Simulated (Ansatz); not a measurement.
# CHClOSi (SMILES O[Si]#CCl): one structure at several levels

Aim: energy, forces and dipole at a structure displaced at random from a GFN2-xTB minimum, from CCSD(T) and from density functionals.

The runs use Ansatz 0.2.0, Gaussian basis; single points in def2-TZVPP.

Cores are frozen in the correlated methods.

## Step 1: Starting geometry

5 atoms, charge 0, spin multiplicity 1.

Atoms are counted from 1 here; the program's logs count them from 0.

Bond lengths: O1–Si2 1.600 Å, O1–H5 0.807 Å, Si2–C3 1.711 Å, C3–Cl4 1.795 Å. Angles: Si2–O1–H5 128.4°, O1–Si2–C3 149.5°, Si2–C3–Cl4 118.8°.

As a file:

```csv
atom,x (Å),y (Å),z (Å)
O1,-0.4366,1.7199,0.0623
Si2,-0.1638,0.1437,0.0832
C3,0.9437,-1.1598,0.1359
Cl4,0.3069,-2.8381,0.1166
H5,-0.4595,2.2163,-0.5734
```

## Step 2: CCSD(T)/def2-TZVPP

Input file run/in.yaml:

```yaml
crystal:
  periodic: [false, false, false]
  atoms:
    - {symbol: O, position_ang: [-0.436600, 1.719900, 0.062300]}
    - {symbol: Si, position_ang: [-0.163800, 0.143700, 0.083200]}
    - {symbol: C, position_ang: [0.943700, -1.159800, 0.135900]}
    - {symbol: Cl, position_ang: [0.306900, -2.838100, 0.116600]}
    - {symbol: H, position_ang: [-0.459500, 2.216300, -0.573400]}
basis:
  gaussian: {orbitals: def2-TZVPP}
correlation: {method: ccsd_t}
output: {forces: true}
```

The command line of these runs was not kept.

## Step 3: PBE0-D4/def2-TZVPP

run/in.yaml: that of step 2 with these lines changed.

```diff
@@ -10,3 +10,3 @@
   gaussian: {orbitals: def2-TZVPP}
-correlation: {method: ccsd_t}
-output: {forces: true}
+hamiltonian: {xc: pbe0, dispersion: d4}
+output: {forces: true, orbitals: {seedname: orbitals}}
```

## Step 4: wB97M-V/def2-TZVPP

run/in.yaml: that of step 3 with these lines changed.

```diff
@@ -10,3 +10,3 @@
   gaussian: {orbitals: def2-TZVPP}
-hamiltonian: {xc: pbe0, dispersion: d4}
-output: {forces: true, orbitals: {seedname: orbitals}}
+hamiltonian: {xc: {name: wB97M-V}}
+output: {forces: true}
```

## Step 5: r2SCAN-D4/def2-TZVPP

run/in.yaml: that of step 4 with these lines changed.

```diff
@@ -10,3 +10,3 @@
   gaussian: {orbitals: def2-TZVPP}
-hamiltonian: {xc: {name: wB97M-V}}
+hamiltonian: {xc: r2scan, dispersion: d4}
 output: {forces: true}
```

## Step 6: PBE-D4/def2-TZVPP

run/in.yaml: that of step 5 with these lines changed.

```diff
@@ -10,3 +10,3 @@
   gaussian: {orbitals: def2-TZVPP}
-hamiltonian: {xc: r2scan, dispersion: d4}
+hamiltonian: {xc: pbe, dispersion: d4}
 output: {forces: true}
```

## Step 7: revPBE-D4/def2-TZVPP

run/in.yaml: that of step 6 with these lines changed.

```diff
@@ -10,3 +10,3 @@
   gaussian: {orbitals: def2-TZVPP}
-hamiltonian: {xc: pbe, dispersion: d4}
+hamiltonian: {xc: {name: revPBE}, dispersion: d4}
 output: {forces: true}
```

## Step 8: CAM-B3LYP-D4/def2-TZVPP

run/in.yaml: that of step 7 with these lines changed.

```diff
@@ -10,3 +10,3 @@
   gaussian: {orbitals: def2-TZVPP}
-hamiltonian: {xc: {name: revPBE}, dispersion: d4}
+hamiltonian: {xc: {name: CAM-B3LYP}, dispersion: d4}
 output: {forces: true}
```

(Steps that only read results are left out.)

What does the calculation give? Wanted: energy less free atoms, CCSD(T)/def2-TZVPP; RMS force component; RMS force error; HOMO and LUMO, PBE0-D4; T1 diagnostic.

As calculated:

| quantity | value |
| --- | --- |
| energy less free atoms, CCSD(T)/def2-TZVPP | -1429.6 kJ/mol |
| RMS force component | 5.050 to 5.192 eV/Å over the methods |
| RMS force error | PBE0-D4 0.245, wB97M-V 0.252, r2SCAN-D4 0.151, PBE-D4 0.200, revPBE-D4 0.207, CAM-B3LYP-D4 0.313 eV/Å |
| HOMO and LUMO, PBE0-D4 | -6.21 and -3.09 eV |
| T1 diagnostic | 0.022 |

In words: Against CCSD(T) the functionals' energies less atoms differ by -145.7 to -9.8 kJ/mol, PBE-D4 by -145.7 kJ/mol. The reference is not at the basis limit: in triple zeta CCSD(T) underbinds, which counts against methods that bind more; the gaps are no ranking. The forces of r2SCAN-D4 come nearest to CCSD(T), those of CAM-B3LYP-D4 are farthest. The restricted Hartree–Fock reference is unstable towards an unrestricted one at one or more of these structures.
